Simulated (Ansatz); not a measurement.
# AlBeH2 (doublet): wave-function methods side by side at twist about Al1–Be2 = 42.1°, 6-31G

How much of the correlation energy of AlBeH2 (doublet) does each wave-function method recover here?

Method: 6-31G, core rule «outside noble gas», up to 6 orbitals frozen; program: Ansatz 0.2.0, Gaussian basis.

Plan: UHF; CCSD(T) on ROHF; CCSD(T) on UHF; BCCD(T) on ROHF; CISD as a restricted active space (open shells left free, so some higher excitations enter); CCSDT(Q) on ROHF; CCSDT(Q) on UHF; CCSDTQ on ROHF; CASSCF and MRCISD+Q, 3 electrons in 3 orbitals; CASSCF and NEVPT2, 3 electrons in 3 orbitals; CASSCF and MRCISD+Q, 7 electrons in 10 orbitals; CASSCF and NEVPT2, 7 electrons in 10 orbitals; Full CI.

12 further runs of the same task are left out: 10 that didn't finish, 2 set aside as unsound or not needed. Runs told in other sessions of the task aren't counted.

### 1 What is computed

The geometry derives from a PBE0/def2-TZVP stationary point (not a proven minimum). One half is turned about the bond named; the halves are rigid.

4 atoms, charge 0, spin multiplicity 2.

Atoms are counted from 1 here; the program's logs count them from 0.

Bond lengths: Al1–H3 1.603 Å, Be2–H4 1.345 Å.

### 2 UHF

The input, in.yaml:

```yaml
crystal:
  periodic: [false, false, false]
  atoms:
    - {symbol: Al, position_ang: [0.004329, -0.088896, 0.612324]}
    - {symbol: Be, position_ang: [0.004329, 0.143858, -1.694892]}
    - {symbol: H, position_ang: [0.004329, 0.996531, 1.791918]}
    - {symbol: H, position_ang: [-0.158908, 0.096856, -3.028872]}
basis:
  gaussian: {orbitals: 6-31G}
magnetization: {spin_polarized: true, initial_magnetization: 1}
hamiltonian: {xc: hf}
output: {orbitals: {seedname: orbitals}}
```

Run with:

```
$ ansatz run in.yaml --threads 1 --pin off --events-out ev --progress --plain --max-ram 2393MiB
```

After this run come: CCSD(T) on ROHF; CCSD(T) on UHF; BCCD(T) on ROHF; CISD as a restricted active space (open shells left free, so some higher excitations enter); CCSDT(Q) on ROHF; CCSDT(Q) on UHF; CCSDTQ on ROHF; CASSCF and MRCISD+Q, 3 electrons in 3 orbitals; CASSCF and NEVPT2, 3 electrons in 3 orbitals; CASSCF and MRCISD+Q, 7 electrons in 10 orbitals; CASSCF and NEVPT2, 7 electrons in 10 orbitals; Full CI.

Q: Predict the results of all the runs planned. Wanted: FCI from the RHF energy; RMP2 from FCI; UMP2 from FCI; RCCSD from FCI; RCCSD(T) from FCI; UCCSD(T) from FCI; RCCSDT(Q) from FCI; UCCSDT(Q) from FCI; NEVPT2 pair from FCI.

As calculated:

| quantity | value |
| --- | --- |
| FCI from the ROHF energy | -1.9611 eV |
| RMP2 from FCI | +644.2 meV |
| UMP2 from FCI | +633.5 meV |
| RCCSD from FCI | +52.8 meV |
| RCCSD(T) from FCI | +19.4 meV |
| UCCSD(T) from FCI | +19.0 meV |
| RCCSDT(Q) from FCI | +0.6 meV |
| UCCSDT(Q) from FCI | +0.5 meV |
| NEVPT2 pair from FCI | +543.0 meV |
| MRCISD+Q pair from FCI | +0.4 meV |
| NEVPT2 valence from FCI | +153.6 meV |
| levels within 1 kcal/mol (43 meV) | RCCSD(T), UCCSD(T), BCCD(T), RCCSDT, UCCSDT, RCCSDT(Q), UCCSDT(Q), RCCSDTQ, MRCISD+Q pair, MRCISD valence, MRCISD+Q valence |
| T1 diagnostic | 0.028 |
| effectively unpaired electrons | 1.04 |

RCCSD(T) lands +19.4 meV from the yardstick (1.0 % of the correlation energy). One determinant dominates. Of the multireference levels listed MRCISD+Q pair comes nearest in total energy (+0.4 meV), which doesn't show that its space is the better one. These misses are within one basis, not against nature; the frozen cores of restricted and unrestricted runs differ, which can shift their rows.

Levels on UHF freeze UHF's core orbitals, full CI those of ROHF, so the U rows can settle a little off it for that reason alone.

With open shells the CI space here admits some higher excitations, so it is larger than plain CISD.
